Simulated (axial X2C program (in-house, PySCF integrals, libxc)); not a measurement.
# All-electron X2C curves of ZrN

What are the state, bond length, wavenumber and bond energy of ZrN, and what does spin–orbit coupling change?

Computed with an in-house X2C program for linear molecules on PySCF integrals. Level: all-electron X2C, Zr dyall-cv3z, N dyall-av3z.

All values are calculated.

**1. Input**

File task.json:

```json
{
 "zs": [
  40,
  7
 ],
 "q": 0,
 "bas": [
  "dyall-cv3z",
  "dyall-av3z"
 ],
 "levels": [
  "PBE0",
  "HF",
  "B3LYP"
 ],
 "cc": true,
 "r0": 1.87,
 "thr": -2.0,
 "nmax": 110,
 "npts": 10,
 "nst": 2,
 "ntry": 8
}
```

Keys: zs atomic numbers; q charge; bas basis sets; levels methods (HF also brings MP2); cc coupled cluster on or off; r0 starting distance in Å; thr threshold in hartree for freezing inner shells (an s shell follows its p shell); nmax most natural virtual spinors; npts points asked for on the curve; nst determinants followed; ntry starts of the search.

Started as:

```
> python so2c.py task.json out
```

Spin-free means the one-electron spin-free X2C Hamiltonian; two-component (2c) means X2C with spin–orbit coupling and atomic mean-field two-electron Coulomb and Gaunt terms. Basis: Zr dyall-cv3z contracted to [11s12p9d6f3g], N dyall-av3z contracted to [7s7p3d2f]; Gaussian nuclei, density fitting. Masses: Zr 89.905 u, N 14.003 u.

Notation: σ, π±, δ± give the projection m of an orbital's angular momentum (0, ±1, ±2), α and β its spin, Λ and M_S the sums; ω is the projection of a spinor's total angular momentum and Ω the sum. Logs are in hartree.

The results follow Hamiltonian by Hamiltonian and level by level.

**2. Which state to follow**

PBE0 moves the distance from 1.870 Å to 1.672 Å and compares determinants there.

Spin-free determinants:

| ΔE (eV) | state | open shells |
| --- | --- | --- |
| 0.00 | M_S = 1/2, Λ = 0 | beyond closed shells: σα |
| 1.01 | M_S = 1/2, Λ = 2 | beyond closed shells: δ+α |
| 1.94 | M_S = 3/2, Λ = 2 | beyond closed shells: 2 × σα, δ+α |
| 2.07 | M_S = 1/2, Λ = 1 | beyond closed shells: π+α |
| 2.69 | M_S = 3/2, Λ = 1 | beyond closed shells: σα, π+α, π-α, π-β, δ+α |
| 2.69 | M_S = 3/2, Λ = 3 | beyond closed shells: σα, π+α, π+β, π-α, δ+α |
| 2.87 | M_S = 1/2, Λ = 1 | beyond closed shells: π+α, π+β, π-α |

Two-component determinants:

| ΔE (eV) | state | open shells |
| --- | --- | --- |
| 0.00 | Ω = 1/2 | excess of +ω over −ω: ω = 1/2 |
| 0.97 | Ω = 3/2 | excess of +ω over −ω: ω = 3/2 |
| 1.04 | Ω = 5/2 | excess of +ω over −ω: ω = 5/2 |
| 1.90 | Ω = 1/2 | excess of +ω over −ω: 2 × ω = -1/2, ω = 3/2 |
| 1.98 | Ω = 7/2 | excess of +ω over −ω: 2 × ω = 1/2, ω = 5/2 |
| 2.43 | Ω = 5/2 | excess of +ω over −ω: 2 × ω = 1/2, ω = 3/2 |
| 2.52 | Ω = 3/2 | excess of +ω over −ω: 2 × ω = -1/2, ω = 5/2 |

**3. PBE0, spin-free**

State followed: M_S = 1/2, Λ = 0 (beyond closed shells: σα). The scan is laid around 1.672 Å, a first estimate of the minimum, and this SCF restarts from the orbitals of the search.

Output at 1.672 Å:

```text
spin-free X2C-1e  PBE0
basis functions 218  fitting functions 1025  grid points 5077
iter        total energy     max residual
   1      -3652.762475252     6.47e-06
   2      -3652.762475254     8.74e-06
converged
one-electron -5219.27132611  Coulomb 1599.56799638  exact exchange -29.90088221  xc functional -91.77645653  nuclear repulsion 88.61819322
```

Along the bond, energies from the lowest point:

```csv
R (Å),E (eV),μ (D),HOMO (eV),LUMO (eV),iterations
1.455,1.6916,-2.28,-4.43,-2.23,13
1.522,0.7272,-2.95,-4.60,-2.38,14
1.572,0.2975,-3.41,-4.72,-2.48,14
1.622,0.0681,-3.83,-4.83,-2.57,15
1.672,0.0000,-4.22,-4.94,-2.65,2
1.730,0.0825,-4.63,-5.06,-2.73,16
1.789,0.2994,-4.99,-5.17,-2.79,16
1.864,0.7204,-5.37,-5.29,-2.85,18
1.956,1.3626,-5.64,-5.41,-2.87,20
2.090,2.2920,-5.44,-5.42,-2.93,21
```

Dipoles are positive if N is the positive end.

Outer orbitals at the reference distance:

```csv
symmetry,occupied,ε (eV),atomic character
σα,yes,-34.73,"87% Zr p, 5% N p, 5% N s"
σβ,yes,-34.54,"86% Zr p, 5% N p, 5% N s"
π+α,yes,-34.22,"94% Zr p, 2% N d, 2% N f"
π-α,yes,-34.22,"94% Zr p, 2% N d, 2% N f"
π-β,yes,-34.06,"94% Zr p, 2% N d, 2% N f"
π+β,yes,-34.06,"94% Zr p, 2% N d, 2% N f"
σβ,yes,-17.40,"59% N s, 18% Zr d, 10% Zr p"
σα,yes,-17.30,"59% N s, 18% Zr d, 10% Zr p"
π-β,yes,-7.41,"57% N p, 36% Zr d, 3% Zr f"
π+β,yes,-7.41,"57% N p, 36% Zr d, 3% Zr f"
π-α,yes,-7.41,"54% N p, 39% Zr d, 2% Zr f"
π+α,yes,-7.41,"54% N p, 39% Zr d, 2% Zr f"
σα,yes,-6.77,"48% N p, 36% Zr d, 6% Zr p"
σβ,yes,-6.72,"52% N p, 32% Zr d, 6% Zr p"
σα,yes,-4.94,"60% Zr s, 14% Zr p, 14% N p"
σβ,no,-2.65,"62% Zr s, 12% N p, 11% Zr p"
δ+α,no,-2.27,"94% Zr d, 3% N d"
δ-α,no,-2.27,"94% Zr d, 3% N d"
δ+β,no,-1.74,"94% Zr d, 3% N d"
```

PBE0 fields in the half plane through the axis: z from -2.4 to 3.9 Å across, distance from the axis 0.15 to 2.25 Å upwards; Zr lies at z = 0 and N at z = 1.672 Å; the ELF is damped to zero where the density is low.

log10 density (e/bohr³). Ten even steps from ' ' (-4.79 ) to '@' (1.60 ):
```
..::::::::::------::::::::::::::......      
::::::::----------------------::::::....    
::::------------------------------::::....  
::::------======================----::::....
::------====++++++++++++++++++====----::::..
::----====++++******++++++****++++==----::..
------==++++**######************++====--::..
----====++**##%%@@%%##****####****++==--::::
```

ELF. Ten even steps from '0' (0.00 ) to '9' (0.90 ):
```
1367877543211100000000
3678876432112221000000
5787653211123443210000
7876421110125665431000
7764212342137887653200
7753236887348999875310
7743368525658889986420
7643588444668128997420
```

Re = 1.671 Å, ωe = 1075 cm⁻¹, Be = 0.4981 cm⁻¹, De = 6.20 eV, μ = -4.21 D.

**4. HF, spin-free**

The SCF at the reference distance of 1.672 Å:

```text
spin-free X2C-1e  HF
basis functions 218  fitting functions 1025  grid points 5077
iter        total energy     max residual
   1      -3650.688665359     2.68e-01
   2      -3650.712051889     9.62e-03
   3      -3650.711639265     1.50e-02
   4      -3650.714910468     2.61e-03
   5      -3650.715196339     1.40e-03
   6      -3650.715329512     1.24e-03
   7      -3650.715451161     8.42e-04
   8      -3650.715560023     6.84e-04
   9      -3650.715716375     5.15e-04
  10      -3650.715891804     3.30e-04
  11      -3650.715945009     1.66e-04
  12      -3650.715949935     1.65e-04
  13      -3650.715952055     9.58e-05
  14      -3650.715954417     8.07e-05
  15      -3650.715955876     3.12e-05
  16      -3650.715956133     1.51e-05
  17      -3650.715956172     4.35e-06
  18      -3650.715956175     1.74e-06
  19      -3650.715956175     7.35e-07
converged
one-electron -5217.27306687  Coulomb 1597.59106039  exact exchange -119.65214291  xc functional 0.00000000  nuclear repulsion 88.61819322
```

No constants are quoted: the dipole of the solution doesn't run smoothly along the scan, a sign that its character may change, so the fit is set aside.

**5. B3LYP, spin-free**

The SCF at the reference distance of 1.672 Å:

```text
spin-free X2C-1e  B3LYP
basis functions 218  fitting functions 1025  grid points 5077
iter        total energy     max residual
   1      -3653.194167985     4.13e-02
   2      -3653.195537276     4.99e-03
   3      -3653.191880524     1.71e-02
   4      -3653.195828568     1.57e-03
   5      -3653.195865172     2.95e-04
   6      -3653.195867632     1.28e-04
   7      -3653.195868823     5.00e-05
   8      -3653.195869188     4.99e-05
   9      -3653.195869229     4.71e-06
  10      -3653.195869231     1.62e-06
converged
one-electron -5219.34017345  Coulomb 1599.63640472  exact exchange -23.91848312  xc functional -98.19181060  nuclear repulsion 88.61819322
```

Re = 1.687 Å, ωe = 1045 cm⁻¹, ωexe = 3.19 cm⁻¹, Be = 0.4887 cm⁻¹, De = 6.16 eV, μ = -4.46 D.

**6. Correlated methods, spin-free**

Correlated methods: 17 electrons correlated (frozen shells, counted by type: Zr 3 s, 2 p, 1 d; N 1 s), 309 virtual spinors in MP2, 110 natural virtuals in coupled cluster.

Output of the correlated part at 1.672 Å:

```text
correlated 17  virtual 309  natural virtual 110  E(MP2) -0.605729569  MP2 remainder -0.027330100
iter   CCSD correlation   residual
   1     -0.517800688   3.03e-01
   2     -0.547842345   1.75e-01
   3     -0.552806465   3.75e-02
   4     -0.554387012   2.11e-02
   5     -0.554946481   9.50e-03
   6     -0.555033125   3.95e-03
   7     -0.555066969   1.72e-03
   8     -0.555111029   6.02e-04
   9     -0.555117682   2.51e-04
  10     -0.555111873   1.15e-04
  11     -0.555115756   5.26e-05
  12     -0.555114941   1.85e-05
  13     -0.555115118   6.71e-06
  14     -0.555114925   3.30e-06
  15     -0.555114871   1.41e-06
  16     -0.555114843   5.70e-07
  17     -0.555114830   3.04e-07
(T) -0.032266043  T1 0.0445  D1 0.0904  max T2 0.062
```

T1 in the output is the amplitude norm over the root of the electron number; divide by √2 for the Lee–Taylor value.

MP2: No constants are quoted: the dipole of the HF reference doesn't run smoothly along the scan, a sign that its character may change, so the fit is set aside.

CCSD: No constants are quoted: the dipole of the HF reference doesn't run smoothly along the scan, a sign that its character may change, so the fit is set aside.

CCSD(T): No constants are quoted: the dipole of the HF reference doesn't run smoothly along the scan, a sign that its character may change, so the fit is set aside.

**7. A higher determinant, spin-free**

State: M_S = 1/2, Λ = 2 (beyond closed shells: δ+α).

Output at the reference distance:

```text
spin-free X2C-1e  PBE0
basis functions 218  fitting functions 1025  grid points 5077
iter        total energy     max residual
   1      -3652.725293856     1.73e-05
   2      -3652.725293837     4.64e-05
   3      -3652.725293873     7.20e-06
   4      -3652.725293877     4.57e-06
   5      -3652.725293879     2.88e-06
converged
one-electron -5222.91906893  Coulomb 1603.37431616  exact exchange -29.93037705  xc functional -91.86835728  nuclear repulsion 88.61819322
```

```csv
R (Å),E above the lowest PBE0 point (eV)
1.455,2.802
1.522,1.825
1.572,1.374
1.622,1.116
1.672,1.012
1.730,1.046
1.789,1.208
1.864,1.551
1.956,2.080
```

No constants are quoted: the dipole of the solution doesn't run smoothly along the scan, a sign that its character may change, so the fit is set aside.

**8. The spin-free curves together**

Energy (eV) of the followed determinant, spin-free, from each level's lowest point:

```csv
R (Å),PBE0,HF (dipole not smooth),MP2 (HF's dipole not smooth),CCSD (HF's dipole not smooth),CCSD(T) (HF's dipole not smooth),B3LYP
1.455,1.692,1.323,2.120,n/a,n/a,1.881
1.522,0.727,0.484,0.984,0.793,0.922,0.856
1.572,0.297,0.145,0.425,0.336,0.422,0.382
1.622,0.068,0.000,0.084,0.083,0.124,0.109
1.672,0.000,0.005,0.000,0.000,0.000,0.000
1.730,0.083,0.124,0.437,0.091,0.066,0.037
1.789,0.299,0.276,1.224,0.324,0.297,0.210
1.864,0.720,0.404,2.523,0.770,0.747,0.580
1.956,1.363,0.482,3.565,n/a,n/a,1.178
2.090,2.292,0.599,4.440,n/a,n/a,2.135
```

**9. PBE0, 2c**

State followed: Ω = 1/2 (excess of +ω over −ω: ω = 1/2). The scan is laid around 1.672 Å, a first estimate of the minimum, and this SCF restarts from the orbitals of the search.

The SCF at the reference distance of 1.672 Å:

```text
two-component X2C + atomic mean field  PBE0
basis functions 218  fitting functions 1025  grid points 5077
iter        total energy     max residual
   1      -3651.376774694     4.53e-06
   2      -3651.376774695     1.13e-05
converged
one-electron -5215.60303817  Coulomb 1598.83147049  exact exchange -29.88746141  xc functional -91.73574631  nuclear repulsion 88.61819322  atomic mean-field constant -1.60019252
```

Along the bond, energies from the lowest point:

```csv
R (Å),E (eV),μ (D),HOMO (eV),LUMO (eV),iterations
1.455,1.6870,-2.27,-4.42,-2.23,13
1.522,0.7243,-2.94,-4.60,-2.37,14
1.572,0.2957,-3.40,-4.72,-2.48,14
1.622,0.0672,-3.82,-4.83,-2.57,15
1.672,0.0000,-4.21,-4.94,-2.65,2
1.730,0.0833,-4.62,-5.06,-2.73,16
1.789,0.3009,-4.98,-5.16,-2.79,16
1.864,0.7226,-5.36,-5.29,-2.84,18
1.956,1.3653,-5.63,-5.40,-2.91,20
2.090,2.2949,-5.44,-5.42,-2.97,21
```

Dipoles are positive if N is the positive end.

Outer spinors at the reference distance:

| ω | occupied | ε (eV) | atomic character | λ mixture |
| --- | --- | --- | --- | --- |
| 1/2 | yes | -33.89 | 90% Zr p, 3% N p, 2% N s | 53% π, 47% σ |
| -1/2 | yes | -33.87 | 89% Zr p, 4% N p, 3% N s | 58% σ, 42% π |
| 3/2 | yes | -33.63 | 94% Zr p, 3% N d, 2% N f | 100% π |
| -3/2 | yes | -33.46 | 94% Zr p, 2% N d, 2% N f | 100% π |
| -1/2 | yes | -17.40 | 59% N s, 18% Zr d, 10% Zr p | 100% σ |
| 1/2 | yes | -17.29 | 59% N s, 18% Zr d, 10% Zr p | 100% σ |
| 1/2 | yes | -7.44 | 57% N p, 36% Zr d, 3% Zr f | 100% π |
| -1/2 | yes | -7.43 | 54% N p, 39% Zr d, 2% Zr f | 100% π |
| -3/2 | yes | -7.40 | 57% N p, 36% Zr d, 3% Zr f | 100% π |
| 3/2 | yes | -7.40 | 54% N p, 39% Zr d, 3% Zr f | 100% π |
| 1/2 | yes | -6.78 | 48% N p, 36% Zr d, 6% Zr p | 100% σ |
| -1/2 | yes | -6.72 | 52% N p, 33% Zr d, 6% Zr p | 100% σ |
| 1/2 | yes | -4.94 | 60% Zr s, 14% Zr p, 14% N p | 100% σ |
| -1/2 | no | -2.65 | 62% Zr s, 12% N p, 11% Zr p | 100% σ |
| -3/2 | no | -2.31 | 94% Zr d, 3% N d | 100% δ |
| 5/2 | no | -2.24 | 94% Zr d, 3% N d | 100% δ |
| 3/2 | no | -1.79 | 94% Zr d, 3% N d | 100% δ |

PBE0 fields in the half plane through the axis: z from -2.4 to 3.9 Å across, distance from the axis 0.15 to 2.25 Å upwards; Zr lies at z = 0 and N at z = 1.672 Å; the ELF is damped to zero where the density is low.

log10 density (e/bohr³). Ten even steps from '0' (-4.78 ) to '9' (1.60 ):
```
1222223332222222111000
2222333333333332221100
2233333333333333322110
2233344444444444332211
2333445555555554433221
2334455666555665543321
3334556777666666544321
3344567898766776654322
```

ELF. Ten even steps from ' ' (0.00 ) to '@' (0.90 ):
```
..--**##%%####++==--::......                
--**##%%%%##**==--::....::::::..            
++##%%##**++--::......::--====--::..        
##%%##**==::......  ..::++****++==--..      
####**==::..::--==::..--##%%%%##**++--::    
####++--::--**%%%%##--==%%@@@@@@%%##++--..  
##**==----**%%++::++**++%%%%%%@@@@%%**==::  
##**==--++%%%%======****%%..::%%@@@@##==::  
```

Re = 1.671 Å, ωe = 1075 cm⁻¹, Be = 0.4982 cm⁻¹, De = 6.20 eV, μ = -4.20 D.

**10. HF, 2c**

Output at 1.672 Å:

```text
two-component X2C + atomic mean field  HF
basis functions 218  fitting functions 1025  grid points 5077
iter        total energy     max residual
   1      -3649.303412627     2.68e-01
   2      -3649.326798194     9.61e-03
   3      -3649.326389852     1.50e-02
   4      -3649.329655517     2.61e-03
   5      -3649.329941390     1.40e-03
   6      -3649.330074309     1.23e-03
   7      -3649.330195688     8.38e-04
   8      -3649.330303961     6.80e-04
   9      -3649.330458325     5.12e-04
  10      -3649.330630739     3.29e-04
  11      -3649.330684132     1.67e-04
  12      -3649.330689259     1.68e-04
  13      -3649.330691461     9.75e-05
  14      -3649.330693892     8.06e-05
  15      -3649.330695320     3.21e-05
  16      -3649.330695584     1.67e-05
  17      -3649.330695634     7.24e-06
  18      -3649.330695641     4.20e-06
  19      -3649.330695642     2.23e-06
converged
one-electron -5213.60489262  Coulomb 1596.85456509  exact exchange -119.59836881  xc functional 0.00000000  nuclear repulsion 88.61819322  atomic mean-field constant -1.60019252
```

No constants are quoted: the dipole of the solution doesn't run smoothly along the scan, a sign that its character may change, so the fit is set aside.

**11. B3LYP, 2c**

The SCF at the reference distance of 1.672 Å:

```text
two-component X2C + atomic mean field  B3LYP
basis functions 218  fitting functions 1025  grid points 5077
iter        total energy     max residual
   1      -3651.808258527     4.17e-02
   2      -3651.809627568     4.99e-03
   3      -3651.805976680     1.71e-02
   4      -3651.809918613     1.58e-03
   5      -3651.809955074     2.95e-04
   6      -3651.809957529     1.27e-04
   7      -3651.809958715     5.14e-05
   8      -3651.809959082     5.06e-05
   9      -3651.809959124     4.71e-06
  10      -3651.809959126     1.60e-06
converged
one-electron -5215.67070007  Coulomb 1598.89865371  exact exchange -23.90773971  xc functional -98.14817376  nuclear repulsion 88.61819322  atomic mean-field constant -1.60019252
```

Re = 1.687 Å, ωe = 1045 cm⁻¹, ωexe = 3.19 cm⁻¹, Be = 0.4889 cm⁻¹, De = 6.16 eV, μ = -4.45 D.

**12. MP2 and beyond, 2c**

Correlated methods: 17 electrons correlated (frozen shells, counted by type: Zr 3 s, 2 p, 1 d; N 1 s), 309 virtual spinors in MP2, 110 natural virtuals in coupled cluster.

Output of the correlated part at 1.672 Å:

```text
correlated 17  virtual 309  natural virtual 110  E(MP2) -0.605820231  MP2 remainder -0.027322049
iter   CCSD correlation   residual
   1     -0.517858980   3.03e-01
   2     -0.547903835   1.75e-01
   3     -0.552858149   3.75e-02
   4     -0.554430897   2.10e-02
   5     -0.554986243   9.48e-03
   6     -0.555072323   3.94e-03
   7     -0.555106053   1.72e-03
   8     -0.555150083   6.07e-04
   9     -0.555156706   2.56e-04
  10     -0.555150810   1.19e-04
  11     -0.555154776   5.62e-05
  12     -0.555153889   2.19e-05
  13     -0.555154111   9.94e-06
  14     -0.555153853   5.79e-06
  15     -0.555153789   3.03e-06
  16     -0.555153760   1.38e-06
  17     -0.555153756   6.51e-07
(T) -0.032266234  T1 0.0444  D1 0.0900  max T2 0.062
```

MP2: No constants are quoted: the dipole of the HF reference doesn't run smoothly along the scan, a sign that its character may change, so the fit is set aside.

CCSD: No constants are quoted: the dipole of the HF reference doesn't run smoothly along the scan, a sign that its character may change, so the fit is set aside.

CCSD(T): No constants are quoted: the dipole of the HF reference doesn't run smoothly along the scan, a sign that its character may change, so the fit is set aside.

**13. A higher determinant, 2c**

State: Ω = 3/2 (excess of +ω over −ω: ω = 3/2).

Output at the reference distance:

```text
two-component X2C + atomic mean field  PBE0
basis functions 218  fitting functions 1025  grid points 5077
iter        total energy     max residual
   1      -3651.341168903     1.62e-05
   2      -3651.341168917     1.65e-05
   3      -3651.341168921     8.55e-06
   4      -3651.341168924     5.07e-06
   5      -3651.341168927     1.05e-06
   6      -3651.341168927     2.04e-07
converged
one-electron -5219.28760477  Coulomb 1602.67434255  exact exchange -29.91721076  xc functional -91.82869665  nuclear repulsion 88.61819322  atomic mean-field constant -1.60019252
```

```csv
R (Å),E above the lowest PBE0 point (eV)
1.455,2.757
1.522,1.781
1.572,1.331
1.622,1.073
1.672,0.969
1.730,1.003
1.789,1.165
1.864,1.508
1.956,2.038
```

No constants are quoted: the dipole of the solution doesn't run smoothly along the scan, a sign that its character may change, so the fit is set aside.

**14. The 2c curves together**

Energy (eV) of the followed determinant, 2c, from each level's lowest point:

```csv
R (Å),PBE0,HF (dipole not smooth),MP2 (HF's dipole not smooth),CCSD (HF's dipole not smooth),CCSD(T) (HF's dipole not smooth),B3LYP
1.455,1.687,1.318,2.118,n/a,n/a,1.877
1.522,0.724,0.482,0.984,0.790,0.920,0.853
1.572,0.296,0.144,0.425,0.335,0.421,0.380
1.622,0.067,0.000,0.085,0.083,0.124,0.109
1.672,0.000,0.006,0.000,0.000,0.000,0.000
1.730,0.083,0.127,0.437,0.093,0.069,0.037
1.789,0.301,0.278,1.230,0.332,0.308,0.212
1.864,0.723,0.407,2.528,0.780,0.760,0.582
1.956,1.365,0.483,3.568,n/a,n/a,1.180
2.090,2.295,0.599,4.440,n/a,n/a,2.137
```

Time for the job: 6.3 min (1 thread of Arm Neoverse V2, shared host); peak memory 1.6 GiB.

**15. Results**

Lowest determinant that the search found at its distance, spin-free: M_S = 1/2, Λ = 0 (beyond closed shells: σα).

Lowest determinant that the search found at its distance, 2c: Ω = 1/2 (excess of +ω over −ω: ω = 1/2).

```tsv
Hamiltonian	level	Re (Å)	ωe (cm⁻¹)	De (eV)	μ (D)
spin-free	PBE0	1.671	1075	6.20	-4.21
spin-free	B3LYP	1.687	1045	6.16	-4.46
2c	PBE0	1.671	1075	6.20	-4.20
2c	B3LYP	1.687	1045	6.16	-4.45
```

Dipoles are positive if N is the positive end. No constants: spin-free HF (the dipole of the solution doesn't run smoothly along the scan, a sign that its character may change, so the fit is set aside); spin-free MP2 (the dipole of the HF reference doesn't run smoothly along the scan, a sign that its character may change, so the fit is set aside); spin-free CCSD (the dipole of the HF reference doesn't run smoothly along the scan, a sign that its character may change, so the fit is set aside); spin-free CCSD(T) (the dipole of the HF reference doesn't run smoothly along the scan, a sign that its character may change, so the fit is set aside); 2c HF (the dipole of the solution doesn't run smoothly along the scan, a sign that its character may change, so the fit is set aside); 2c MP2 (the dipole of the HF reference doesn't run smoothly along the scan, a sign that its character may change, so the fit is set aside); 2c CCSD (the dipole of the HF reference doesn't run smoothly along the scan, a sign that its character may change, so the fit is set aside); 2c CCSD(T) (the dipole of the HF reference doesn't run smoothly along the scan, a sign that its character may change, so the fit is set aside).

Time per point (s) on 1 thread of Arm Neoverse V2, shared host (2c runs); the times are rough: PBE0 0.94, B3LYP 1.3.

In words: At PBE0, going from spin-free to two-component changes Re by 0 mÅ, ωe by 0.0 %; the spin-free picture holds up (part of it comes from the scalar share of the two-electron terms). De moves by 0.00 eV; both De rest on single-determinant atoms, which can miss part of an open shell's spin–orbit lowering.

De refers to Zr + N, each in the lowest determinant found, which need not be this curve's own limit. The state is a single determinant with fixed occupations, the lowest that a limited PBE0 search found. Dissociation energies refer to the lowest single-determinant-based atoms at the same level and basis. Density functionals use the spin component along the axis (collinear). The spin-free determinant is spin-contaminated at some levels.
